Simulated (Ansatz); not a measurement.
# ROBCCD(T)/x2c-SVPall run of GeICl2 (SMILES [Cl][Ge]([Cl])[I])

What is the energy difference between two shapes of GeICl2 at ROBCCD(T)/x2c-SVPall? 

The calculation is run with Ansatz 0.2.0.

**1. The structure to begin with**

GeICl2 has 4 atoms, charge 0, and is taken as a doublet. As SMILES, `[Cl][Ge]([Cl])[I]`. The coordinates come from a PBE0-D4/def2-TZVP relaxation.

Bond lengths: Cl1–Ge2 2.154 Å, Ge2–Cl3 2.155 Å, Ge2–I4 2.525 Å. Angles: Cl1–Ge2–Cl3 106.8°, Cl1–Ge2–I4 110.1°, Cl3–Ge2–I4 110.1°.

**2. A single-point energy at ROBCCD(T)/x2c-SVPall**

input.yaml reads:

```yaml
crystal:
  periodic: [false, false, false]
  atoms:
    - symbol: Cl
      position_ang: [0.453800, 0.453500, 1.959300]
    - symbol: Ge
      position_ang: [-0.383600, -0.407300, 0.170600]
    - symbol: Cl
      position_ang: [1.193400, -1.523900, -0.782400]
    - symbol: I
      position_ang: [-1.208100, 1.417400, -1.367800]
basis:
  gaussian: {orbitals: x2c-SVPall.json}
magnetization: {spin_polarized: false, initial_magnetization: 1}
hamiltonian: {pseudopotentials: {relativity: none}}
correlation: {method: bccd_t}
scf: {lower_state_search: full}
```

The basis set x2c-SVPall is read from a file made from the Basis Set Exchange's data (not shown).

The run is started by

```bash
ansatz run input.yaml --threads 1 --pin off --max-ram 2610MiB --events-out events.jsonl --progress --plain --runs-dir runs
```

What it wrote:

```text
Warning: RAYON_NUM_THREADS=1 ignored (pool sized by the plan → 1); use --threads N
Functional definition: HF
  name "HF"
  exchange = exact_x
  correlation = 0
1119 factors; integrals over basis functions are off by at most 4.6e-4 eV
mean field evaluation 1: about -264208.2073 eV, gradient 2.1e1 eV
mean field evaluation 2: about -264208.2325 eV, gradient 2.1e1 eV
mean field evaluation 4: about -264209.9836 eV, gradient 2.3e0 eV
mean field evaluation 8: about -264210.0449 eV, gradient 2.3e-1 eV
mean field evaluation 16: about -264209.9492 eV, gradient 2.3e0 eV
mean field evaluation 32: about -264145.0234 eV, gradient 2.5e2 eV
mean field evaluation 64: about -264210.0392 eV, gradient 6.9e-1 eV
mean field evaluation 96: about -264210.0451 eV, gradient 2.5e-1 eV
mean field evaluation 128: about -264210.0455 eV, gradient 4.3e-2 eV
mean field evaluation 160: about -264210.0455 eV, gradient 2.1e-5 eV
mean field evaluation 192: about -264206.4212 eV, gradient 1.1e-3 eV
mean field evaluation 224: about -264206.4211 eV, gradient 1.9e-2 eV
mean field evaluation 256: about -264206.2496 eV, gradient 1.8e-3 eV
mean field -264210.04554762 eV, -9709.5400858739 hartree, gradient 6.2e-6 eV, S^2 0.750000; 8 other end points of the search recorded, 0 dependent functions left out
37 core orbitals not correlated: weight in the atoms' cores, before any rotation towards them, 0.999 or more for the frozen orbitals, at most 0.000 for the correlated occupied ones
reference -264210.04554762 eV, -9709.5400858739 hartree; 23, 22 occupied and 44, 45 virtual orbitals, 1119 factors
second order -15.71035107 eV of doubles, -0.03615121 eV of singles
cycle   1  -15.97898594 eV  change   -2.3e-1 eV  update   9.1e-2
cycle   2  -16.35369158 eV  change   -3.7e-1 eV  update   2.9e-2
cycle   3  -16.40568557 eV  change   -5.2e-2 eV  update   1.7e-2
cycle   4  -16.39238054 eV  change    1.3e-2 eV  update   7.0e-3
cycle   5  -16.39107773 eV  change    1.3e-3 eV  update   3.5e-3
cycle   6  -16.38968246 eV  change    1.4e-3 eV  update   1.1e-3
cycle   7  -16.39045597 eV  change   -7.7e-4 eV  update   4.3e-4
cycle   8  -16.39048214 eV  change   -2.6e-5 eV  update   1.7e-4
cycle   9  -16.39053101 eV  change   -4.9e-5 eV  update   7.2e-5
cycle  10  -16.39047588 eV  change    5.5e-5 eV  update   3.3e-5
perturbative correction -0.47479124 eV, -0.0174482561 hartree
WARN: the results are in doubt because the basis set is contracted for relativity, which is off
Total energy: -264226.91081473 eV, -9710.1598730086 hartree
In doubt: the basis set is contracted for relativity, which is off
```

Run time: 85 s. Hardware: 1 thread of Arm Neoverse V2, shared host; peak memory 0.82 GiB.

**3. The distorted shape, same level**

input.yaml reads:

```yaml
crystal:
  periodic: [false, false, false]
  atoms:
    - symbol: Cl
      position_ang: [0.378054, 0.357745, 2.065006]
    - symbol: Ge
      position_ang: [-0.414074, -0.448929, 0.066863]
    - symbol: Cl
      position_ang: [1.101498, -1.610806, -0.655954]
    - symbol: I
      position_ang: [-1.111973, 1.481784, -1.521928]
basis:
  gaussian: {orbitals: x2c-SVPall.json}
magnetization: {spin_polarized: false, initial_magnetization: 1}
hamiltonian: {pseudopotentials: {relativity: none}}
correlation: {method: bccd_t}
scf: {lower_state_search: full}
```

The basis set x2c-SVPall is read from a file made from the Basis Set Exchange's data (not shown).

The run is started by

```bash
ansatz run input.yaml --threads 1 --pin off --max-ram 2610MiB --events-out events.jsonl --progress --plain --runs-dir runs
```

What it wrote:

```text
Warning: RAYON_NUM_THREADS=1 ignored (pool sized by the plan → 1); use --threads N
Functional definition: HF
  name "HF"
  exchange = exact_x
  correlation = 0
1120 factors; integrals over basis functions are off by at most 3.9e-4 eV
mean field evaluation 1: about -264207.7670 eV, gradient 2.1e1 eV
mean field evaluation 2: about -264207.7913 eV, gradient 2.1e1 eV
mean field evaluation 4: about -264209.6489 eV, gradient 2.3e0 eV
mean field evaluation 8: about -264209.7196 eV, gradient 2.9e-1 eV
mean field evaluation 16: about -264207.7667 eV, gradient 2.1e1 eV
mean field evaluation 32: about -264148.0858 eV, gradient 2.6e2 eV
mean field evaluation 64: about -264209.6768 eV, gradient 7.7e-1 eV
mean field evaluation 96: about -264209.6679 eV, gradient 1.0e0 eV
mean field evaluation 128: about -264209.7133 eV, gradient 7.1e-1 eV
mean field evaluation 160: about -264209.7208 eV, gradient 3.9e-2 eV
mean field evaluation 192: about -264206.3626 eV, gradient 3.2e-2 eV
mean field evaluation 224: about -264206.2223 eV, gradient 4.3e-2 eV
mean field -264209.72081338 eV, -9709.5281521108 hartree, gradient 1.5e-6 eV, S^2 0.750000; 9 other end points of the search recorded, 0 dependent functions left out
mean field evaluation 256: about -264209.1383 eV, gradient 1.1e1 eV
determinant -264209.72081338 eV, -9709.5281521108 hartree, with singles and doubles -264226.16435341 eV, -9710.1324410612 hartree
determinant -264206.36299914 eV, -9709.4047547133 hartree, with singles and doubles -264223.00744859 eV, -9710.0164269488 hartree
37 core orbitals not correlated: weight in the atoms' cores, before any rotation towards them, 0.999 or more for the frozen orbitals, at most 0.000 for the correlated occupied ones
reference -264209.72081338 eV, -9709.5281521108 hartree; 23, 22 occupied and 44, 45 virtual orbitals, 1120 factors
second order -15.71596987 eV of doubles, -0.03850078 eV of singles
cycle   1  -16.41352854 eV  change    3.0e-2 eV  update   1.2e-2
cycle   2  -16.41146299 eV  change    2.1e-3 eV  update   3.2e-3
cycle   3  -16.41071055 eV  change    7.5e-4 eV  update   1.9e-3
cycle   4  -16.41004881 eV  change    6.6e-4 eV  update   1.0e-3
cycle   5  -16.41001310 eV  change    3.6e-5 eV  update   4.7e-4
cycle   6  -16.41044938 eV  change   -4.4e-4 eV  update   1.6e-4
cycle   7  -16.41032892 eV  change    1.2e-4 eV  update   5.9e-5
cycle   8  -16.41033330 eV  change   -4.4e-6 eV  update   2.7e-5
perturbative correction -0.48265961 eV, -0.0177374135 hartree
WARN: the results are in doubt because the basis set is contracted for relativity, which is off
Total energy: -264226.61380629 eV, -9710.1489581496 hartree
In doubt: the basis set is contracted for relativity, which is off
```

Wall time 1.8 min (1 thread of Arm Neoverse V2, shared host); peak memory 0.84 GiB.

**4. Results**

At ROBCCD(T)/x2c-SVPall, 37 core orbitals frozen:

| quantity | value |
| --- | --- |
| first shape: total energy | -9710.15987 Eh |
| first shape: correlation energy (37 core orbitals frozen) | -619.8 mEh |
| first shape: (T) correction | -17.45 mEh |
| first shape: ⟨S²⟩ of the reference determinant | 0.750 |
| distorted shape: total energy | -9710.14896 Eh |
| distorted shape: correlation energy (37 core orbitals frozen) | -620.8 mEh |
| distorted shape: (T) correction | -17.74 mEh |
| distorted shape: ⟨S²⟩ of the reference determinant | 0.750 |
| energy change with the atoms displaced | 0.297 eV |

In words: With the atoms displaced the energy rises by 0.30 eV (6.8 kcal/mol). The first shape isn't relaxed at this level, so the change isn't measured from a minimum. The triples (first shape) make up 2.8 % of the correlation energy. The basis (first shape) was made for a relativistic Hamiltonian, but the run is non-relativistic. The triples (distorted shape) make up 2.9 % of the correlation energy. The basis (distorted shape) was made for a relativistic Hamiltonian, but the run is non-relativistic.
